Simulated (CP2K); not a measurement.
## TiSn under changes of volume

One of the cells (21.965 Å³/atom); the others are scaled copies at fixed shape and fractional positions:

```
Ti Sn
1.0
     3.96058    0.00000    0.00000
     1.98029    3.42996    0.00000
     1.98029    1.14332    3.23380
Ti Sn
1 1
Direct
  0.00000 0.00000 0.00000
  0.50000 0.50000 0.50000
```

The cell was built by a generator and needn't be a form met in nature.

```yaml
Program: CP2K 2026.2
Functional: PBE
Potentials_or_basis: POTENTIAL_UZH Ti GTH-PBE-q12, Sn GTH-PBE-q4; TZVP-MOLOPT-PBE-GTH basis
Density_cutoff: 6123 eV
k_mesh: 8 × 8 × 8
Occupations: fermi-dirac, width 0.05 eV
Spin: no spin polarisation
```

```tsv
volume (Å³/atom)	energy over the lowest point (meV/atom)	pressure (GPa)
20.647	31.40	7.0
21.086	?	?
21.526	5.27	2.8
21.965	0.29	1.0
22.404	0.00	-0.7
22.844	3.93	-2.1
23.283	11.67	-3.4
```

**Question.** What does the run at 21.086 Å³/atom give?

**Answer.** Energy over the lowest point 15.45 meV/atom; pressure 4.8 GPa.

Worked out: A Birch-Murnaghan fit of order 3 (a polynomial in V^(-2/3)) to the other rows has its minimum at 22.21 Å³/atom with B0 = V·E''(V) = 81 GPa and B' = 4.2. It gives 15.46 meV/atom at 21.086 Å³/atom, against the run's 15.45, and -dE/dV = 4.7 GPa, against 4.8.

Energies are extrapolated to zero smearing.

Caveats: the basis of atomic orbitals isn't converged, which shifts pressures, moduli and gaps.
